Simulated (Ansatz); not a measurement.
# C₂H₇BOS: one species, many methods

How much do the methods differ for C₂H₇BOS? The plan is to run it at one geometry with functionals of several rungs and with coupled cluster. The yardstick is the atomisation energy at the CCSD(T) limit.

The runs use Ansatz 0.2.0, Gaussian basis; functionals in def2-TZVPP, the program's frozen cores in correlated methods.

Levels to be run: LDA (SPW92), PBE-D4, revPBE-D4, BLYP-D4, r2SCAN-D4, B97M-V, PBE0-D4, B3LYP-D4, r2SCANh-D4, r2SCAN0-D4, HSE06-D4, BHLYP-D4, CAM-B3LYP-D4, LC-ωPBE, ωB97X-V, ωB97M-V, B2PLYP, PBE-QIDH; CCSD(T)/def2-SVP; CCSD(T)/def2-TZVPP; MP2/def2-QZVPP; extrapolation to the limit; RPA on PBE.

## Step 1: The geometry

All runs share one geometry, relaxed beforehand with PBE0-D4 in a triple-zeta def2 set.

12 atoms, charge 0, spin multiplicity 1.

Atoms are counted from 1 here; the program's logs count them from 0.

Bond lengths: B1–O2 1.341 Å, B1–H6 1.196 Å, B1–H7 1.203 Å, O2–C3 1.418 Å, C3–C4 1.513 Å, C3–H8 1.092 Å, C3–H9 1.096 Å, C4–S5 1.806 Å, C4–H10 1.091 Å, C4–H11 1.092 Å, S5–H12 1.343 Å. Angles: O2–B1–H6 117.0°, O2–B1–H7 120.1°, H6–B1–H7 122.9°, B1–O2–C3 122.2°, O2–C3–C4 109.6°, O2–C3–H8 108.0°, O2–C3–H9 110.1°, C4–C3–H8 109.9°, C4–C3–H9 110.6°, H8–C3–H9 108.5°, C3–C4–S5 112.4°, C3–C4–H10 111.0°, C3–C4–H11 109.9°, S5–C4–H10 110.3°, S5–C4–H11 105.5°, H10–C4–H11 107.5°, C4–S5–H12 96.9°.

## Step 2: LDA

This LDA is Slater exchange with PW92 correlation.

in.yaml

```yaml
crystal:
  periodic: [false, false, false]
  atoms:
    - {symbol: B, position_ang: [-0.834703, 1.349147, 1.571496]}
    - {symbol: O, position_ang: [-0.184778, 0.196461, 1.355962]}
    - {symbol: C, position_ang: [-0.300900, -0.519136, 0.136726]}
    - {symbol: C, position_ang: [1.022697, -0.493434, -0.595393]}
    - {symbol: S, position_ang: [1.000387, -1.503586, -2.092542]}
    - {symbol: H, position_ang: [-0.656520, 1.883426, 2.626540]}
    - {symbol: H, position_ang: [-1.557744, 1.801665, 0.722500]}
    - {symbol: H, position_ang: [-0.575253, -1.549268, 0.374214]}
    - {symbol: H, position_ang: [-1.092168, -0.081731, -0.482075]}
    - {symbol: H, position_ang: [1.317343, 0.530197, -0.833312]}
    - {symbol: H, position_ang: [1.804391, -0.923046, 0.034576]}
    - {symbol: H, position_ang: [0.134248, -0.745895, -2.784691]}
basis:
  gaussian: {orbitals: def2-TZVPP}
hamiltonian: {xc: lda}
output: {orbitals: {seedname: orbitals}}
```

The runs that follow: PBE-D4 (GGA); revPBE-D4 (GGA); BLYP-D4 (GGA); r2SCAN-D4 (meta-GGA); B97M-V (meta-GGA); PBE0-D4 (hybrid); B3LYP-D4 (hybrid); r2SCANh-D4 (hybrid); r2SCAN0-D4 (hybrid); HSE06-D4 (hybrid); BHLYP-D4 (hybrid); CAM-B3LYP-D4 (range-separated); LC-ωPBE (range-separated); ωB97X-V (range-separated); ωB97M-V (range-separated); B2PLYP (double hybrid); PBE-QIDH (double hybrid); CCSD(T) in def2-SVP; CCSD(T) in def2-TZVPP; MP2 in def2-QZVPP; RPA on PBE orbitals.

Q: Predict the results of all the runs planned. Wanted: atomisation energy, CCSD(T)/CBS; farthest beyond LDA; mean size of error, GGA; mean size of error, meta-GGA; mean size of error, hybrid; mean size of error, range-separated; mean size of error, double hybrid; gap, smallest and largest; T1 diagnostic.

**Answer**, as computed:

| quantity | value |
| --- | --- |
| atomisation energy, CCSD(T)/CBS | 1072.0 kcal/mol |
| functionals within 5.4 kcal/mol (0.5 %) | revPBE-D4, BLYP-D4, B97M-V, PBE0-D4, B3LYP-D4, r2SCANh-D4, LC-ωPBE, ωB97X-V, PBE-QIDH |
| farthest beyond LDA | BHLYP-D4 (-26.6 kcal/mol) |
| mean size of error, GGA | 8.9 kcal/mol |
| mean size of error, meta-GGA | 5.1 kcal/mol |
| mean size of error, hybrid | 8.2 kcal/mol |
| mean size of error, range-separated | 5.3 kcal/mol |
| mean size of error, double hybrid | 6.2 kcal/mol |
| gap, smallest and largest | 4.24 eV (LDA (SPW92)), 11.66 eV (LC-ωPBE) |
| T1 diagnostic | 0.0127 |
| triples share of the correlation energy | 3.9 % |

In words: LDA overbinds by 157.4 kcal/mol (15 %). PBE-D4 misses by +22.5 kcal/mol. Double hybrids carry the basis error of their MP2 part in triple zeta, and no dispersion term here, so their miss is partly the set-up's. The rungs meta-GGA, range-separated miss on average by less than the doubt on the reference (5.4 kcal/mol), so they tie. The reference freezes the cores and leaves out relativity and excitations past (T), so misses under about 5.4 kcal/mol can't be ranked. Hartree-Fock recovers 74 % of the binding; the rest is correlation. CCSD(T) in def2-SVP is off by -49.4 kcal/mol, more than most functionals: a good method in a small basis is no reference. Orbital gaps span 4.2 to 11.7 eV; exact exchange widens them.
